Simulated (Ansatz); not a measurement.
The system is NiMoIrPdW.

```
CELL_PARAMETERS angstrom
2.77046 0.00000 0.00000
-1.38523 2.39928 0.00000
0.00000 0.00000 21.88122
ATOMIC_POSITIONS crystal
Ni 0.33333 0.66667 0.04433
Ni 0.66667 0.33333 0.95562
Mo 0.66667 0.33333 0.34270
Mo 0.66667 0.33333 0.76320
Pd 0.33333 0.66667 0.44768
Pd 0.33333 0.66667 0.65723
Ir 0.33333 0.66667 0.23988
Ir 0.33333 0.66667 0.86050
W 0.66667 0.33333 0.13646
W 0.66667 0.33333 0.55240
```

The cell was built by a generator and needn't be a form met in nature.

Base run:

```yaml
Program: Ansatz 0.2.0
Functional: BLYP
Potentials_or_basis: all-electron LAPW, scalar-relativistic
Cutoff: 287 eV
Density_cutoff: 1147 eV
Basis_error_allowed: 0.002 eV/atom
k_mesh: 8 × 8 × 2
Occupations: fermi-dirac, width 0.05 eV
Spin: collinear spin, ferromagnetic start
Starting_moments: "[1.0, 1.0, 1.0, 1.0, 0.0, 0.0, 0.6, 0.6, 0.0, 0.0] μB"
```

Its results: pressure 11.3 GPa; net moment 0.00 μB per cell; largest force 0.273 eV/Å.

**Question.** After a change of settings the same cell gave: pressure 2.9 GPa; net moment 0.00 μB per cell; largest force 0.169 eV/Å. Which change was it?
A. functional from BLYP to PBE
B. functional from BLYP to RPBE
C. functional from BLYP to revPBE

**Answer.** C.

Caveats: the k mesh is thin for a metal, which can move the energy by tens of meV per atom.

Not every run made on this cell is shown here.
